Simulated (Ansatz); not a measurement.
# C₃H₉Cl₃SiSn: one species, many methods

One table from this session's results is given with a row withheld; the runs are named, their logs left out.

The runs use Ansatz 0.2.0, Gaussian basis; functionals in def2-TZVPP, the program's frozen cores in correlated methods.

The runs, in order: LDA (SPW92), PBE-D4, revPBE-D4, BLYP-D4, r2SCAN-D4, B97M-V, PBE0-D4, B3LYP-D4, r2SCANh-D4, r2SCAN0-D4, HSE06-D4, BHLYP-D4, CAM-B3LYP-D4, LC-ωPBE, ωB97X-V, ωB97M-V, B2PLYP, PBE-QIDH; CCSD(T)/def2-SVP; CCSD(T)/def2-TZVPP; MP2/def2-QZVPP; extrapolation to the limit; RPA on PBE.

## Structure used throughout

All runs share one geometry, relaxed beforehand with PBE0-D4 in a triple-zeta def2 set. Sn takes the def2 core potential; no spin-orbit term is included.

17 atoms, charge 0, spin multiplicity 1.

Atoms are counted from 1 here; the program's logs count them from 0.

Bond lengths: C1–Si2 1.865 Å, C1–H9 1.092 Å, C1–H10 1.095 Å, C1–H11 1.092 Å, Si2–C3 1.865 Å, Si2–C4 1.865 Å, Si2–Sn5 2.587 Å, C3–H12 1.092 Å, C3–H13 1.092 Å, C3–H14 1.095 Å, C4–H15 1.095 Å, C4–H16 1.092 Å, C4–H17 1.092 Å, Sn5–Cl6 2.332 Å, Sn5–Cl7 2.332 Å, Sn5–Cl8 2.332 Å. Angles: Si2–C1–H9 111.3°, Si2–C1–H10 109.7°, Si2–C1–H11 111.3°, H9–C1–H10 108.0°, H9–C1–H11 108.3°, H10–C1–H11 108.0°, C1–Si2–C3 113.1°, C1–Si2–C4 113.1°, C1–Si2–Sn5 105.6°, C3–Si2–C4 113.1°, C3–Si2–Sn5 105.6°, C4–Si2–Sn5 105.6°, Si2–C3–H12 111.3°, Si2–C3–H13 111.3°, Si2–C3–H14 109.7°, H12–C3–H13 108.3°, H12–C3–H14 108.0°, H13–C3–H14 108.1° and more.

Set-up of the first run:

in.yaml reads:

```yaml
crystal:
  periodic: [false, false, false]
  atoms:
    - {symbol: C, position_ang: [0.581000, -1.363425, -1.329303]}
    - {symbol: Si, position_ang: [0.107591, -0.316131, 0.138969]}
    - {symbol: C, position_ang: [1.553767, 0.088141, 1.244377]}
    - {symbol: C, position_ang: [-1.359848, -0.988173, 1.072669]}
    - {symbol: Sn, position_ang: [-0.670920, 1.947750, -0.842221]}
    - {symbol: Cl, position_ang: [-1.343841, 3.487905, 0.773974]}
    - {symbol: Cl, position_ang: [0.971378, 3.052572, -2.074665]}
    - {symbol: Cl, position_ang: [-2.488211, 1.768680, -2.292092]}
    - {symbol: H, position_ang: [1.389827, -0.903072, -1.900774]}
    - {symbol: H, position_ang: [0.923371, -2.345357, -0.987801]}
    - {symbol: H, position_ang: [-0.268440, -1.515260, -1.998707]}
    - {symbol: H, position_ang: [1.260972, 0.767047, 2.048167]}
    - {symbol: H, position_ang: [2.365537, 0.553547, 0.681228]}
    - {symbol: H, position_ang: [1.939303, -0.829687, 1.699313]}
    - {symbol: H, position_ang: [-1.102522, -1.952910, 1.521087]}
    - {symbol: H, position_ang: [-2.215326, -1.139999, 0.410994]}
    - {symbol: H, position_ang: [-1.662838, -0.312126, 1.875087]}
basis:
  gaussian: {orbitals: def2-TZVPP}
hamiltonian: {xc: lda}
output: {orbitals: {seedname: orbitals}}
```

Started as:

```
> ansatz run in.yaml --threads 4 --pin off --events-out ev --progress --plain --max-ram 46080MiB --backend cuda --devices 0, --max-vram 37GiB
```

Among the steps run: LDA; PBE-D4 (GGA); revPBE-D4 (GGA); BLYP-D4 (GGA); r2SCAN-D4 (meta-GGA); B97M-V (meta-GGA); B3LYP-D4 (hybrid); r2SCANh-D4 (hybrid); r2SCAN0-D4 (hybrid); HSE06-D4 (hybrid); BHLYP-D4 (hybrid); CAM-B3LYP-D4 (range-separated); LC-ωPBE (range-separated); ωB97X-V (range-separated); ωB97M-V (range-separated); B2PLYP (double hybrid); PBE-QIDH (double hybrid).

One of the session's tables, all rows but one given; the rest of the session is left out.

It belongs to the step «Orbital energies across the functionals». 

| functional | HOMO (eV) | LUMO (eV) | gap (eV) |
| --- | --- | --- | --- |
| LDA (SPW92) | -6.99 | -2.72 | 4.26 |
| PBE-D4 | -6.85 | -2.44 | 4.40 |
| revPBE-D4 | -6.80 | -2.34 | 4.45 |
| BLYP-D4 | -6.70 | -2.36 | 4.34 |
| r2SCAN-D4 | -7.14 | -2.23 | 4.91 |
| B97M-V | -7.20 | -2.12 | 5.08 |
| PBE0-D4 | -7.98 | -1.58 | 6.40 |
| B3LYP-D4 | -7.77 | -1.84 | 5.93 |
| r2SCANh-D4 | -7.55 | -1.92 | 5.63 |
| r2SCAN0-D4 | -8.16 | -1.45 | 6.72 |
| HSE06-D4 | -7.59 | -1.94 | 5.65 |
| BHLYP-D4 | ? | ? | ? |
| CAM-B3LYP-D4 | -9.20 | -0.58 | 8.62 |
| LC-ωPBE | -10.44 | 0.59 | 11.03 |
| ωB97X-V | -10.13 | 0.50 | 10.63 |
| ωB97M-V | -9.93 | 0.38 | 10.31 |

**Question.** Estimate the row for BHLYP-D4.

Worked estimate for «HOMO (eV)». Against the share of exact exchange, BLYP-D4 (0, -6.70), B3LYP-D4 (0.2, -7.77) give a slope of -5.35 per unit share; at 0.5 the line stands at -9.37.

**Answer.** HOMO (eV): -8.99; LUMO (eV): -0.59; gap (eV): 8.40. In «HOMO (eV)» the line misses by -0.38.
